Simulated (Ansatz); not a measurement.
## C2H5BrSi, SMILES [SiH3]C=CBr: a single point in a Gaussian basis, step by step

With Ansatz 0.2.0 through its Python package.

Notebook, run cell by cell (the value of a cell's last expression is shown):

**Cell 1**
```python
from dataclasses import dataclass
from pathlib import Path

import ansatz
import numpy as np
```

**Cell 2**
```python
@dataclass
class RunConfig:
    basis_set: str = '6-31G*'
    xc: str = 'hf'


opts = RunConfig()
```

**Cell 3**
```python
molecule = (
    ansatz.Crystal.molecule()
    .atom('Si', (-0.4836, 1.2077, -0.0664))
    .atom('C', (-0.1542, -0.4766, 0.382))
    .atom('C', (0.7354, -1.2465, -0.218))
    .atom('Br', (1.1885, -2.9882, 0.3031))
    .atom('H', (-0.2894, 2.1395, 1.0626))
    .atom('H', (0.3311, 1.6939, -1.2097))
    .atom('H', (-1.9271, 1.3633, -0.4815))
    .atom('H', (-0.708, -0.8353, 1.199))
    .atom('H', (1.3958, -0.9042, -0.9882))
)
```

**Cell 4**
```python
setup = (
    molecule.calculation()
    .basis(gaussian=opts.basis_set)
    .functional(opts.xc)
    .forces()
    .orbitals()
)
print(setup.to_yaml())
res = setup.run(threads=1, runs_dir='runs')
rep = res.report
```
Output:
```text
crystal:
  periodic: [false, false, false]
  atoms:
    - { symbol: Si, position_ang: [-0.4836, 1.2077, -0.0664] }
    - { symbol: C, position_ang: [-0.1542, -0.4766, 0.382] }
    - { symbol: C, position_ang: [0.7354, -1.2465, -0.218] }
    - { symbol: Br, position_ang: [1.1885, -2.9882, 0.3031] }
    - { symbol: H, position_ang: [-0.2894, 2.1395, 1.0626] }
    - { symbol: H, position_ang: [0.3311, 1.6939, -1.2097] }
    - { symbol: H, position_ang: [-1.9271, 1.3633, -0.4815] }
    - { symbol: H, position_ang: [-0.708, -0.8353, 1.199] }
    - { symbol: H, position_ang: [1.3958, -0.9042, -0.9882] }
basis:
  gaussian:
    orbitals: "6-31G*"
hamiltonian:
  xc: hf
output:
  orbitals: {}
  forces: true
```

**Cell 5**
```python
rep['mean_field']['state']['spin_squared']
```
Output:
```text
2.1316282072803006e-14
```

**Cell 6**
```python
rep['reference_energy_ev']
```
Output:
```text
-79991.41350385506
```

**Cell 7**
```python
for key in ('converged', 'free_energy_ev', 'reference_energy_ev', 'n_frozen', 'n_occupied', 'n_virtual'):
    print(f'{key:22s} {rep[key]}')
```
Output:
```text
converged              True
free_energy_ev         -79991.41350385506
reference_energy_ev    -79991.41350385506
n_frozen               0
n_occupied             [33, 33]
n_virtual              [61, 61]
```

**Cell 8**
```python
field = rep['mean_field']
print('<S^2> =', round(abs(field['state']['spin_squared']), 4), ' relativity:', field['relativity'])
print('passes:', field['passes'])
if 'symmetry' in field:
    print('occupied orbitals by irrep:', field['symmetry']['occupied'])
```
Output:
```text
<S^2> = 0.0  relativity: none
passes: {'evaluations': 10, 'products': 23}
occupied orbitals by irrep: [{'A': 33}, {'A': 33}]
```

**Cell 9**
```python
symbols = [site.symbol for site in molecule.cartesian_sites]
forces = np.array(rep['forces_ev_ang'])
print('largest force', round(float(np.linalg.norm(forces, axis=1).max()), 4), 'eV/A, rms', round(float(np.sqrt((forces ** 2).mean())), 4))
```
Output:
```text
largest force 3.3848 eV/A, rms 0.8438
```

**Cell 10**
```python
charges = rep['charge_distribution']
dipole = np.array(charges['dipole_moment_e_ang']) * 4.803205
print('dipole (D): {:.3f} {:.3f} {:.3f}, length {:.3f}'.format(*dipole, np.linalg.norm(dipole)))
print('atom  Mulliken   Lowdin')
for symbol, m, l in zip(symbols, charges['mulliken_charges_e'], charges['lowdin_charges_e']):
    print(f'{symbol:4s} {m:9.3f} {l:8.3f}')
```
Output:
```text
dipole (D): 0.058 0.597 -0.040, length 0.601
atom  Mulliken   Lowdin
Si       0.636    0.415
C       -0.390   -0.298
C       -0.236   -0.227
Br      -0.039    0.084
H       -0.141   -0.101
H       -0.149   -0.101
H       -0.150   -0.108
H        0.229    0.170
H        0.240    0.167
```

**Cell 11**
```python
lines = Path(rep['orbitals_path']).read_text().splitlines()
field_of = lambda key: [line.split('=')[1].strip() for line in lines if line.startswith(key)]
orbitals = [(27.211386 * float(e), s, float(n)) for e, s, n in zip(field_of('Ene='), field_of('Spin='), field_of('Occup='))]
homo = max(e for e, _, n in orbitals if n > 0.5)
lumo = min(e for e, _, n in orbitals if n < 0.5)
print(f'HOMO {homo:.3f} eV, LUMO {lumo:.3f} eV, gap {lumo - homo:.3f} eV')
```
Output:
```text
HOMO -10.035 eV, LUMO 3.121 eV, gap 13.156 eV
```

What to keep in mind:
- Total energies depend on the basis set; only differences at equal settings carry meaning.
- The geometry is a force-field or estimated start, not a minimum of this method, and the basis set is short of its limit.
- The Löwdin charges here are taken after orthogonalising the functions within each atom; they differ from plain Löwdin charges, and their signs can be unphysical.
- Levels such as HOMO and LUMO are orbital energies: in Hartree-Fock the gap is too wide and the LUMO hangs on the basis.
- It ran for 2.7 s on 1 thread of Arm Neoverse V2, on a shared host, peak memory 0.25 GiB.

(Lines on the test bed's own set-up are left out of the output.)
